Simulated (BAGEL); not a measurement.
**Mg2N2H6 ((HMg-mu-NH2)2) at B3LYP/cc-pVDZ (density fitting with qzvpp-jkfit)**

What is the energy change on altering one bond length of Mg2N2H6 ((HMg-mu-NH2)2) at B3LYP/cc-pVDZ (density fitting with qzvpp-jkfit)? 

Program for the calculation: BAGEL 1.2.2.

1 further run of the same task is left out (set aside as unsound or not needed).

### 1 The structure to begin with

Mg2N2H6 has 10 atoms, charge 0, and is taken as a singlet. Geometry: a GFN2-xTB relaxation, a rough one for these elements and not checked as a minimum.

Bond lengths: Mg1–N3 2.028 Å, N3–Mg4 2.029 Å, Mg1–N6 2.029 Å, Mg4–N6 2.029 Å, Mg1–H2 1.583 Å, Mg4–H5 1.584 Å, N3–H7 1.020 Å, N3–H8 1.020 Å, N6–H9 1.020 Å, N6–H10 1.020 Å. Some angles: Mg1–N3–Mg4 86.7°, N3–Mg1–N6 93.2°, N3–Mg4–N6 93.2°, Mg1–N6–Mg4 86.7°, Mg1–N3–H7 116.6°, Mg1–N3–H8 116.0°, Mg4–N3–H7 116.7°, Mg4–N3–H8 115.8°, H2–Mg1–N3 133.5°, H2–Mg1–N6 133.3°.

### 2 The energy at B3LYP/cc-pVDZ (density fitting with qzvpp-jkfit)

Input file input.json:

```json
{ "bagel": [

{
  "title": "molecule",
  "basis": "cc-pvdz.json",
  "df_basis": "qzvpp-jkfit",
  "angstrom": "true",
  "geometry": [
    { "atom": "Mg", "xyz": [       1.338360,       0.284230,       0.258160 ] },
    { "atom": "H", "xyz": [       2.868610,       0.527950,       0.583890 ] },
    { "atom": "N", "xyz": [      -0.374750,       0.579170,       1.303520 ] },
    { "atom": "Mg", "xyz": [      -1.334070,      -0.319830,      -0.242200 ] },
    { "atom": "H", "xyz": [      -2.829770,      -0.790830,      -0.466730 ] },
    { "atom": "N", "xyz": [       0.364300,      -0.504920,      -1.336630 ] },
    { "atom": "H", "xyz": [      -0.629740,       1.547110,       1.499900 ] },
    { "atom": "H", "xyz": [      -0.438000,       0.102730,       2.203460 ] },
    { "atom": "H", "xyz": [       0.408620,       0.029650,      -2.204240 ] },
    { "atom": "H", "xyz": [       0.626430,      -1.455260,      -1.599130 ] }
  ]
},

{
  "title": "ks",
  "xc_func": "b3lyp",
  "charge": 0
},

{
  "title": "print",
  "file": "orbitals.molden",
  "orbitals": "true"
}

]}
```

The basis set cc-pVDZ is read from a file made from the Basis Set Exchange's data (not shown).

Run with:

```sh
$ BAGEL_NUM_THREADS=1 BAGEL input.json > input.out
```

Output:

```text
* using 1 threads per process

  ===============================================================
  ===============================================================

  *** Geometry ***

  { "atom" : "Mg", "xyz" : [      2.529134,      0.537117,      0.487852 ] },
  { "atom" : "H", "xyz" : [      5.420887,      0.997681,      1.103392 ] },
  { "atom" : "N", "xyz" : [     -0.708175,      1.094473,      2.463296 ] },
  { "atom" : "Mg", "xyz" : [     -2.521027,     -0.604391,     -0.457692 ] },
  { "atom" : "H", "xyz" : [     -5.347490,     -1.494452,     -0.881992 ] },
  { "atom" : "N", "xyz" : [      0.688427,     -0.954161,     -2.525865 ] },
  { "atom" : "H", "xyz" : [     -1.190036,      2.923614,      2.834400 ] },
  { "atom" : "H", "xyz" : [     -0.827700,      0.194132,      4.163936 ] },
  { "atom" : "H", "xyz" : [      0.772180,      0.056030,     -4.165410 ] },
  { "atom" : "H", "xyz" : [      1.183781,     -2.750043,     -3.021918 ] },

  Number of auxiliary basis functions:      486

  Since a DF basis is specified, we compute 2- and 3-index integrals:
    o Being stored without compression. Storage requirement is 0.034 GB

  Number of basis functions:       94
  Number of electrons      :       44

    * METHOD: MOLECULE                             0.23

  *** Kohn-Sham DFT ***

    * Removing 20051 points whose weight is below 1.00e-10
    * Grid points: 129009

  === Nuclear Repulsion ===
   179.3388686187

       - DIIS with orbital gradients will be used.

  === KS iteration (b3lyp / cc-pvdz.json) ===
      0       -490.88645783          0.08359161           0.40
      1       -486.88017468          0.12062818           0.40
      2       -496.74117039          0.09084099           0.39
      3       -512.66386706          0.03002237           0.38
      4       -513.16922895          0.01890440           0.44
      5       -513.20789360          0.01790792           0.38
      6       -513.27478864          0.01396368           0.38
      7       -513.37968504          0.00430304           0.42
      8       -513.39292856          0.00064191           0.38
      9       -513.39316135          0.00013845           0.38
     10       -513.39317877          0.00001650           0.39
     11       -513.39317894          0.00000486           0.39
     12       -513.39317895          0.00000290           0.39
     13       -513.39317896          0.00000079           0.39
     14       -513.39317896          0.00000057           0.39
     15       -513.39317896          0.00000002           0.38
     16       -513.39317896          0.00000001           0.39
    * SCF iteration converged.

    * Permanent dipole moment:
           (    0.030497,    -0.187438,     0.083751) a.u.

    * METHOD: KS                                   7.49

    * METHOD: PRINT                                0.02

  ===============================================================
```

Wall time 8.1 s (1 thread of Arm Neoverse V2, shared host); peak memory 0.55 GiB.

### 3 The distorted shape

Input file input.json:

```json
{ "bagel" : [

{
  "title" : "molecule",
  "basis" : "cc-pvdz.json",
  "df_basis" : "qzvpp-jkfit",
  "angstrom" : true,
  "geometry" : [
    { "atom" : "Mg", "xyz" : [       1.357334,       0.427157,      -0.011813 ] },
    { "atom" : "H", "xyz" : [       2.887584,       0.670877,       0.313917 ] },
    { "atom" : "N", "xyz" : [      -0.355776,       0.722097,       1.033547 ] },
    { "atom" : "Mg", "xyz" : [      -1.315096,      -0.176903,      -0.512173 ] },
    { "atom" : "H", "xyz" : [      -2.810796,      -0.647903,      -0.736703 ] },
    { "atom" : "N", "xyz" : [       0.383274,      -0.361993,      -1.606603 ] },
    { "atom" : "H", "xyz" : [      -0.610766,       1.690037,       1.229927 ] },
    { "atom" : "H", "xyz" : [      -0.438000,       0.102730,       2.203460 ] },
    { "atom" : "H", "xyz" : [       0.427594,       0.172577,      -2.474213 ] },
    { "atom" : "H", "xyz" : [       0.645404,      -1.312333,      -1.869103 ] }
  ]
},

{ "title" : "ks", "xc_func" : "b3lyp", "charge" : 0 },

{ "title" : "print", "file" : "orbitals.molden", "orbitals" : true }

]}
```

The basis set cc-pVDZ is read from a file made from the Basis Set Exchange's data (not shown).

Run with:

```sh
$ BAGEL_NUM_THREADS=1 BAGEL input.json > input.out
```

Output:

```text
* using 1 threads per process

  ===============================================================
  ===============================================================

  *** Geometry ***

  { "atom" : "Mg", "xyz" : [      2.564990,      0.807210,     -0.022323 ] },
  { "atom" : "H", "xyz" : [      5.456743,      1.267774,      0.593217 ] },
  { "atom" : "N", "xyz" : [     -0.672319,      1.364566,      1.953121 ] },
  { "atom" : "Mg", "xyz" : [     -2.485171,     -0.334298,     -0.967867 ] },
  { "atom" : "H", "xyz" : [     -5.311635,     -1.224359,     -1.392167 ] },
  { "atom" : "N", "xyz" : [      0.724283,     -0.684068,     -3.036040 ] },
  { "atom" : "H", "xyz" : [     -1.154180,      3.193707,      2.324225 ] },
  { "atom" : "H", "xyz" : [     -0.827700,      0.194132,      4.163936 ] },
  { "atom" : "H", "xyz" : [      0.808036,      0.326123,     -4.675585 ] },
  { "atom" : "H", "xyz" : [      1.219637,     -2.479950,     -3.532093 ] },

  Number of auxiliary basis functions:      486

  Since a DF basis is specified, we compute 2- and 3-index integrals:
    o Being stored without compression. Storage requirement is 0.034 GB

  Number of basis functions:       94
  Number of electrons      :       44

    * METHOD: MOLECULE                             0.23

  *** Kohn-Sham DFT ***

    * Removing 19676 points whose weight is below 1.00e-10
    * Grid points: 129384

  === Nuclear Repulsion ===
   177.9860294610

       - DIIS with orbital gradients will be used.

  === KS iteration (b3lyp / cc-pvdz.json) ===
      0       -490.83374340          0.08252414           0.40
      1       -486.85812234          0.11357111           0.41
      2       -495.86533936          0.09055366           0.40
      3       -512.41190986          0.03708535           0.39
      4       -512.68978848          0.03290575           0.46
      5       -513.10448930          0.02052641           0.41
      6       -513.13292840          0.01880749           0.39
      7       -513.29395720          0.00936455           0.42
      8       -513.35060247          0.00216358           0.39
      9       -513.35366079          0.00012856           0.39
     10       -513.35367487          0.00002942           0.39
     11       -513.35367565          0.00000911           0.39
     12       -513.35367568          0.00000648           0.40
     13       -513.35367571          0.00000064           0.39
     14       -513.35367571          0.00000053           0.39
     15       -513.35367571          0.00000004           0.39
     16       -513.35367571          0.00000001           0.40
    * SCF iteration converged.

    * Permanent dipole moment:
           (    0.025782,    -0.173509,     0.089678) a.u.

    * METHOD: KS                                   7.61

    * METHOD: PRINT                                0.02

  ===============================================================
```

Wall time 8.1 s (1 thread of Arm Neoverse V2, shared host); peak memory 0.55 GiB.

### 4 What came out

At B3LYP/cc-pVDZ (density fitting with qzvpp-jkfit):

| quantity | value |
| --- | --- |
| first shape: total energy | -513.39318 Eh |
| first shape: dipole moment | 0.53 D |
| first shape: HOMO energy | -6.43 eV |
| first shape: LUMO energy | -0.69 eV |
| first shape: HOMO–LUMO gap | 5.74 eV |
| distorted shape: total energy | -513.35368 Eh |
| distorted shape: dipole moment | 0.50 D |
| distorted shape: HOMO energy | -6.43 eV |
| distorted shape: LUMO energy | -1.09 eV |
| distorted shape: HOMO–LUMO gap | 5.34 eV |
| energy change with the N3–H8 bond stretched from 1.020 to 1.326 Å | 1.075 eV |

What this shows: With the N3–H8 bond stretched from 1.020 to 1.326 Å the energy rises by 1.07 eV (25 kcal/mol). The first shape isn't relaxed at this level, so the change isn't measured from a minimum.
